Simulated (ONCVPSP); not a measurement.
# Cu: generating and testing an ONCV potential

Do these settings give a usable potential? It is generated, then checked for transferability, scattering, ghosts and hardness.

Program: ONCVPSP 4.0.1.1 (patched build). Reference atom: LDA (Perdew-Wang 92), scalar-relativistic, spherical and spin-unpolarised. All values are calculated.

15 further runs of the same task are left out: 2 that didn't finish, 13 set aside as unsound or not needed.

**1. The atom and the settings**

The settings as typed:

| Property | Result |
| --- | --- |
| element | copper (Cu, Z = 29) |
| type | optimised norm-conserving Vanderbilt (ONCV) |
| frozen core | [Ne] |
| valence charge | 19 |
| reference configuration | 3s2 3p6 3d10 4s0.5 4p0.5 |
| partial waves | 3s+4s: rc 1.00 bohr, ncon 4, nbas 8, qcut 15.6 1/bohr, 2 projectors; 3p+4p: rc 1.50 bohr, ncon 4, nbas 8, qcut 10.3 1/bohr, 2 projectors; 3d: rc 0.95 bohr, ncon 4, nbas 8, qcut 19.6 1/bohr, local |
| local potential | the d channel |
| core correction | not asked for |

The nodes and maxima of the atom's own shells, from an earlier all-electron run, set the scale for the radii.

All-electron outer shells of the reference configuration (LDA (PZ), scalar-relativistic, ld1.x):

| shell | level (eV) | outermost node (bohr) | outermost maximum (bohr) |
| --- | --- | --- | --- |
| 2s | -1061.45 | 0.07 | 0.20 |
| 2p | -917.49 | – | 0.16 |
| 3s | -115.27 | 0.29 | 0.61 |
| 3p | -73.16 | 0.26 | 0.62 |
| 3d | -6.44 | – | 0.60 |
| 4s | -5.66 | 0.89 | 2.21 |
| 4p | -1.41 | 0.97 | 3.39 |

**2. Generating the potential**

The input, Cu.dat:

```
# ATOM AND REFERENCE CONFIGURATION
# atsym  z   nc   nv     iexc    psfile
  Cu 29.00    3    5  -001012      upf
#
#   n    l    f
    1    0    2.00
    2    0    2.00
    2    1    6.00
    3    0    2.00
    3    1    6.00
    3    2   10.00
    4    0    0.50
    4    1    0.50
#
# PSEUDOPOTENTIAL AND OPTIMIZATION
# lmax
    2
#
#   l,   rc,      ep,       ncon, nbas, qcut
    0    1.00    0.00    4    8   15.60
    1    1.50    0.00    4    8   10.30
    2    0.95    0.00    4    8   19.60
#
# LOCAL POTENTIAL
# lloc, lpopt,  rc(5),   dvloc0
    2    5    0.95    0.00
#
# VANDERBILT-KLEINMAN-BYLANDER PROJECTORs
# l, nproj, debl
    0    2    2.50
    1    2    2.90
    2    0    3.80
#
# MODEL CORE CHARGE
# icmod, fcfact, rcfact
    0    0.00    0.00
#
# LOG DERIVATIVE ANALYSIS
# epsh1, epsh2, depsh
   -6.00    5.00    0.04
#
# OUTPUT GRID
# rlmax, drl
    6.00    0.01
#
# TEST CONFIGURATIONS
# ncnf
    4
# nvcnf
#   n    l    f
    5
    3    0    2.00
    3    1    6.00
    3    2   10.00
    4    0    1.00
    4    1    0.00
#
    5
    3    0    2.00
    3    1    6.00
    3    2   10.00
    4    0    0.00
    4    1    0.00
#
    5
    3    0    2.00
    3    1    6.00
    3    2    9.00
    4    0    0.00
    4    1    0.00
#
    5
    3    0    2.00
    3    1    6.00
    3    2    9.00
    4    0    1.00
    4    1    0.00
#
```

The run is started by

```console
$ oncvpsp.x < Cu.dat > Cu.out
```

Before running it: what results should come out? Wanted: cutoffs for 1 and 0.1 mHa per electron, occupied waves; bound ghosts; GHOST(+) flags; largest test error; largest phase difference near zero energy, channels read.

The runs gave:

```
                                                quantity                                                 value
  cutoffs for 1 and 0.1 mHa per electron, occupied waves                                     127 Ha and 147 Ha
                                            bound ghosts                                      s at -2806.65 eV
                                          GHOST(+) flags                                    none at low energy
                            largest test error (AE − PS)  -2.9 meV, for 3s2 3p6 3d9 4s1 4p0 (2 tests unsolved)
largest phase difference near zero energy, channels read                                             0.002 rad
```

A bound ghost (s) makes it unfit for use: electrons can fall into a state that the atom doesn't have. By total energies transferability is very good where solved: the largest error is 2.9 meV on 9.8 eV, for 3s2 3p6 3d9 4s1 4p0. Atomic tests can pass in spite of a ghost, since they solve only for the levels asked. Of the tests 2 gave no usable energy difference, which is a warning in itself. It counts as very hard, with 127 Ha needed at the looser tolerance. At the looser tolerance the 3d wave is the slowest; 3s needs 72 Ha. Near zero energy the phases of the channels with partial waves agree within 0.002 rad. All of this concerns the isolated atom, not yet a solid.
